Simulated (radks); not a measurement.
# Ti²⁺ in [Ne] 3s2 3p4 3d2 4d2: an all-electron calculation

Wanted: eigenvalues, radial structure and energy terms of the titanium ion Ti2+.

Method: Dirac Kohn-Sham, BLYP, spin-unpolarised, spherical densities, finite nucleus; open shells are shared between the two j in proportion to 2j + 1. Code: radks (a radial shooting solver on a logarithmic mesh, Libxc functionals) version 1.

**1. The atom as given**

- element: titanium (Z = 22)
- charge: +2
- electrons: 20
- configuration: [Ne] 3s2 3p4 3d2 4d2
- nuclear rms radius: 3.5921 fm

The outer shells:

Ti²⁺
```
[Ne] core
3s [↑↓]
3p [↑↓][↑ ][↑ ]
3d [↑ ][↑ ][  ][  ][  ]
4d [↑ ][↑ ][  ][  ][  ]
```

**2. The calculation**

Input:

```text
Z 22
configuration [Ne] 3s2 3p4 3d2 4d2
relativity Dirac
functional b88,lyp
spin unpolarised
j_filling average
nucleus finite rms 3.5921 fm
c 137.035999084
```

Launch:

```bash
$ python run_ks.py task.json out
```

The same process makes all the runs of this session.

**Question.** What will this run give?

As calculated:

| quantity | value |
| --- | --- |
| total energy | -848.98945 hartree |
| exchange-correlation share of it | 4.81 % |
| −T/E | 1.0099 |
| highest occupied level | 4d5/2, -11.085 eV |
| most extended occupied level | 4d5/2, <r> = 3.79 bohr |
| radius at density 0.001 e/bohr³ | 5.05 bohr |
| maxima of the radial density | 4 |

What this shows: The radial density shows 4 maxima for 4 occupied principal shells. Relativity lifts −T/E to 1.010. This is not the tabulated ground configuration, so its levels and sizes aren't those of the ground state, and no measured value stands beside it.
